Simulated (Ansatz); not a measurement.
Crystal: Co4Ge.

```
CELL_PARAMETERS angstrom
1.31250 0.75777 9.86265
-1.31250 0.75777 9.86265
0.00000 -1.51554 9.86265
ATOMIC_POSITIONS crystal
Ge 0.00000 0.00000 0.00000
Co 0.59884 0.59884 0.59884
Co 0.20032 0.20032 0.20032
Co 0.79968 0.79968 0.79968
Co 0.40116 0.40116 0.40116
```

The cell comes from a database or a generator and needn't be the stable form of this composition.

| Item | Value |
| --- | --- |
| Program | Ansatz 0.2.0 |
| Task | relaxation of cell and atoms |
| Functional | LDA |
| Potentials or basis | Ansatz PAW |
| Cutoff | 420 eV (not typed: the program's choice for these potentials) |
| k mesh | 12 × 12 × 12 |
| Occupations | fermi-dirac, width 0.05 eV |
| Spin | collinear spin, ferromagnetic start |
| Starting moments | [0.0, 2.0, 2.0, 2.0, 2.0] μB |

At the start: volume 11.77 Å³/atom.

Problem. How do energy, volume and symmetry change on relaxing?

Solution. It ends after 8 steps and the volume is 10.85 Å³/atom (-7.8 %); space group R-3m (No. 166, to 0.05 Å); moment 5.50 μB per cell.

The path:
| step | energy change (eV) | largest force (eV/Å) | volume (Å³) |
| --- | --- | --- | --- |
| 1 | 0.0000 | 0.0420 | 58.85 |
| 2 | -0.2069 | 0.0494 | 55.75 |
| 3 | -0.2363 | 0.0556 | 54.13 |
| 4 | -0.2371 | 0.0281 | 54.30 |
| 5 | -0.2372 | 0.0027 | 54.30 |
| 6 | -0.2330 | 0.0024 | 54.30 |
| 7 | -0.2331 | 0.0006 | 54.26 |
| 8 | -0.2330 | 0.0006 | 54.26 |

Final structure:
```cif
data_structure
_symmetry_space_group_name_H-M 'P 1'
_symmetry_Int_Tables_number 1
_cell_length_a 9.7015
_cell_length_b 9.7015
_cell_length_c 9.7015
_cell_angle_alpha 15.141
_cell_angle_beta 15.141
_cell_angle_gamma 15.141
_cell_volume 54.26
loop_
_atom_site_label
_atom_site_type_symbol
_atom_site_fract_x
_atom_site_fract_y
_atom_site_fract_z
_atom_site_occupancy
Ge1 Ge 0.00000 0.00000 0.00000 1
Co1 Co 0.59918 0.59918 0.59918 1
Co2 Co 0.20003 0.20003 0.20003 1
Co3 Co 0.79997 0.79997 0.79997 1
Co4 Co 0.40082 0.40082 0.40082 1
```

Caveat: the plane-wave basis is chosen anew once the cell has moved, so the energies of steps on either side of that aren't comparable; the PAW data sets come from PBE, with cores solved anew for the run's functional, which leaves a small shift of forces and pressure.
